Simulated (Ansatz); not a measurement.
Write a Python script for Ansatz 0.2.0 through its Python package that makes a relaxation followed by a look at the electronic structure of Hg, space group P6/mmm. Level of theory (first run): r2SCAN, PAW, cutoff 653 eV, 4×4×6 k-points, Fermi-Dirac smearing of 0.1 eV.

Input file `hg.vasp`:
```text
Hg
1.0
   5.46669643    0.00000000    0.00000000
  -2.73334822    4.73429799    0.00000000
   0.00000000    0.00000000    3.18521781
Hg
3
Direct
   0.33333333    0.66666667    0.50000000
   0.66666667    0.33333333    0.50000000
   0.00000000    0.00000000    0.00000000
```

`hg_pipeline.py`
```python
"""Relax Hg, then bands and states at the relaxed cell."""

import ansatz
from ase.io import read
import numpy as np

XC = "r2scan"
WIDTH_EV = 0.1


def count_gap(report):
    # lowest empty less highest filled band, counting bands; zero where they overlap
    return max(report.get("gap_by_band_count_ev") or 0.0, 0.0)


def setup_for(crystal, spacing):
    return (
        crystal.calculation()
        .functional(XC)
        .pseudopotentials("paw")
        .basis(48 * ansatz.Ry)
        .occupations(ansatz.OccupationsMethod.FERMI_DIRAC, width=WIDTH_EV)
        .kpoints(spacing=spacing)
    )

atoms = read("hg.vasp", format="vasp")
cell = ansatz.Crystal.from_ase(atoms)

relaxed = setup_for(cell, 0.34).relax(cell=True, force_tolerance=0.01, max_steps=40).checkpoint(write="relax.run", compress=False).run(threads=1, backend="cpu")
cell = np.asarray(relaxed.lattice.cell_ang)
print("relaxed edges (A):", np.linalg.norm(cell, axis=1).round(4), " volume:", round(abs(np.linalg.det(cell)), 3), "A^3")
for site in relaxed.lattice.sites:
    print(" ", site.symbol, np.round(site.position_frac, 4) + 0.0)

final = ansatz.Crystal.from_checkpoint("relax.run")
result = setup_for(final, 0.26).stress().band_table().density_of_states(energy_step=0.05).run(threads=1, backend="cpu")
summary = result.report
dos = result.density_of_states()
print(f"pressure at the relaxed cell {np.trace(summary['stress_gpa']) / 3:.3f} GPa, gap by band count {count_gap(summary):.3f} eV")
if count_gap(summary) == 0:
    print("states/eV at the Fermi level:", round(float(np.interp(dos.fermi_ev, dos.energies_ev, dos.spin_summed_g_bin_mean_per_ev)), 3))
```

```console
$ python hg_pipeline.py
relaxed edges (A): [5.5148 5.5148 3.0641]  volume: 80.704 A^3
  Hg [0.3333 0.6667 0.5   ]
  Hg [0.6667 0.3333 0.5   ]
  Hg [0. 0. 0.]
DeckWarning: crystal.checkpoint: the structure is that of relax.run, a `relax` run, at its step 4: its result, under r2scan at a charge of 0 e; 3 atoms read, 0 with a starting moment [...]
pressure at the relaxed cell -0.191 GPa, gap by band count 0.000 eV
states/eV at the Fermi level: 0.38
```
(Warnings from the package without file and line, shortened.)

Caveats:
- For a metal this k-point mesh is coarse: on a finer one energies can move by several to tens of meV an atom and pressures by half a GPa or more, differences at one mesh by less.
- Only differences from the Fermi energy are physical; the zero of the scale is a convention.
- A gap by band count of zero or less means overlapping bands, a metal.
- This isn't the structure that Hg takes at ambient conditions.
- Levels are Kohn-Sham eigenvalues on this mesh, without spin-orbit coupling.
- Where the second run takes another functional or mesh than the relaxation, its pressure isn't zero; pressure is positive in compression.
- The computed bands are complete only to about 5.7 eV above the Fermi level; beyond that the density of states is undercounted.
- It ran for 64 s on 1 thread of Arm Neoverse V2, on a shared host, peak memory 0.82 GiB.
